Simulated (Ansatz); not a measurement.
# Pt3Rh, space group Pm-3m: a convergence test of the plane-wave cutoff

Program: the Ansatz DFT code, driven from Python.

Interactive session:
```pycon
>>> import warnings
>>> import ansatz as az
>>> from tabulate import tabulate
>>> warnings.simplefilter('ignore', az.DeckWarning)
>>> cell = (
...     az.Lattice.of((3.90986899, 0.0, 0.0), (0.0, 3.90986899, 0.0), (0.0, 0.0, 3.90986899))
...     .atom('Rh', (0.5, 0.5, 0.5))
...     .atom('Pt', (0.5, 0.0, 0.0))
...     .atom('Pt', (0.0, 0.5, 0.0))
...     .atom('Pt', (0.0, 0.0, 0.5))
... )
>>> model = (
...     cell.calculation()
...     .functional('r2scan')
...     .kpoints(4, 4, 4, shift=0.5)
...     .occupations('fermi_dirac', width=0.3)
...     .mixing('msr1', preconditioner='resta')
... )
>>> rows = []
>>> for value in [300, 375, 450, 525]:
...     rep = model.basis(value).run(threads=1).report
...     rows.append((value, rep['free_energy_ev'] / len(rep['lattice']['sites']), rep['n_iterations'], rep['n_pw']))
...

>>> print(tabulate(rows, headers=['cutoff (eV)', 'F/atom (eV)', 'iterations', 'plane waves'], floatfmt='.4f', tablefmt='github'))
|   cutoff (eV) |   F/atom (eV) |   iterations |   plane waves |
|---------------|---------------|--------------|---------------|
|           300 |   -11006.4698 |            9 |           739 |
|           375 |   -11006.6220 |            9 |          1021 |
|           450 |   -11006.6261 |            8 |          1309 |
|           525 |   -11006.6277 |            8 |          1647 |
>>> # differences from the last row
>>> for row in rows[:-1]:
...     shift = 1000 * (row[1] - rows[-1][1])
...     print(f'{row[0]}: {shift:+.2f} meV/atom' + ('  (within 2 meV)' if abs(shift) < 2 else ''))
...
300: +157.95 meV/atom
375: +5.70 meV/atom
450: +1.64 meV/atom  (within 2 meV)
```

From 450 eV on it stays within 2 meV an atom of the value at 525 eV; the first row (300 eV) is off by 157.9 meV and the last but one by 1.64 meV. The energy falls steadily, as expected when plane waves are added.

Reading the output:
- The mesh is modest for a metal, so energies can be off by several to tens of meV an atom and pressures by half a GPa or more; differences at equal mesh fare better.
- A Fermi-Dirac width this large means warm electrons, whose thermal share enters the free energy.
- Spin-orbit coupling, which matters for elements this heavy, is left out.
- This cell is a computed structure, which may not be the phase found in nature.
- Shifts are counted from the last row, which is itself no proven limit.
- The script silences the warnings on its input, which a real study should read.
- Wall time of the script: 6 s on 1 thread of Arm Neoverse V2 (shared host), peak memory 0.44 GiB.

(Lines on the test bed's own set-up are left out of the output.)
